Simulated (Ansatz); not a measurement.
The system is HfIn4SiO6.

```xyz
12
Lattice="3.2302 -5.5777 -0.0247 3.2302 5.5777 -0.0247 -1.4907 0.0000 6.3203" Properties=species:S:1:pos:R:3 pbc="T T T"
Hf    0.6440    0.0000    0.0526
In    4.1040   -1.7301    0.0202
In    4.1040    1.7301    0.0202
In    1.7482   -1.8121    3.0400
In    1.7482    1.8121    3.0400
Si    4.8557    0.0000    2.7718
O     4.0293   -1.3765    2.3731
O     4.0293    1.3765    2.3731
O    -0.2525    0.0000    1.8631
O     5.2892    0.0000    4.3477
O     1.7422   -1.5806    0.4557
O     1.7422    1.5806    0.4557
```

The cell was built by a generator and needn't be a form met in nature.

Base run:

| Property | Result |
| --- | --- |
| Program | Ansatz 0.2.0 |
| Functional | r2SCAN |
| Potentials or basis | Ansatz PAW |
| Cutoff | 500 eV |
| Density cutoff | 2000 eV |
| k mesh | 5 × 5 × 4 |
| Occupations | fermi-dirac, width 0.05 eV |
| Spin | no spin polarisation |

Its results: band gap on the k mesh 0.79 eV, indirect (least direct gap 1.05 eV); pressure -3.3 GPa; largest force 0.287 eV/Å.

**Question.** The run is repeated on the same cell with these changes: functional from r2SCAN to BLYP; cutoff from 500 eV to 420 eV; density cutoff from 2000 eV to 1680 eV. What comes out?

**Answer.** Band gap on the k mesh 0.85 eV, indirect (least direct gap 1.09 eV); pressure 2.9 GPa; largest force 0.161 eV/Å.

Caveats: the k mesh misses the band edges, so the gap on the mesh is wider than the one along the path; spin-orbit coupling is left out, which moves the levels of the heavy elements; the PAW data sets come from PBE, with cores solved anew for the run's functional, which leaves a small shift of forces and pressure; the potentials were made for another functional, which shifts forces and pressure (some runs).

Not every run made on this cell is shown here.
